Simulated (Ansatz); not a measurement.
Crystal: MoI.

```
CELL_PARAMETERS angstrom
0.00000 3.17885 3.17885
3.17885 0.00000 3.17885
3.17885 3.17885 0.00000
ATOMIC_POSITIONS crystal
Mo 0.00000 0.00000 0.00000
I 0.75000 0.75000 0.75000
```

The cell was built by a generator and needn't be a form met in nature.

Base run:

| Item | Value |
| --- | --- |
| Program | Ansatz 0.2.0 |
| Functional | RPBE |
| Potentials or basis | Ansatz PAW |
| Cutoff | 420 eV (not typed: the program's choice for these potentials) |
| k mesh | 7 × 7 × 7 |
| Occupations | fermi-dirac, width 0.05 eV |
| Spin | no spin polarisation |

Its results: band gap on the k mesh none (metal or under the smearing width); pressure -5.8 GPa.

After a change of settings the same cell gave: band gap on the k mesh none (metal or under the smearing width); pressure -8.1 GPa. Which change was it?
A. functional from RPBE to PBEsol
B. functional from RPBE to LDA
C. functional from RPBE to r2SCAN; cutoff from 420 eV (not typed: the program's choice for these potentials) to 500 eV (not typed: the program's choice for these potentials)
D. functional from RPBE to revPBE

C.

Caveats: spin-orbit coupling is left out, which moves the levels of the heavy elements; an odd number of electrons without spin polarisation forces a metal; a magnetic or distorted state may lie lower; the PAW data sets come from PBE, with cores solved anew for the run's functional, which leaves a small shift of forces and pressure.
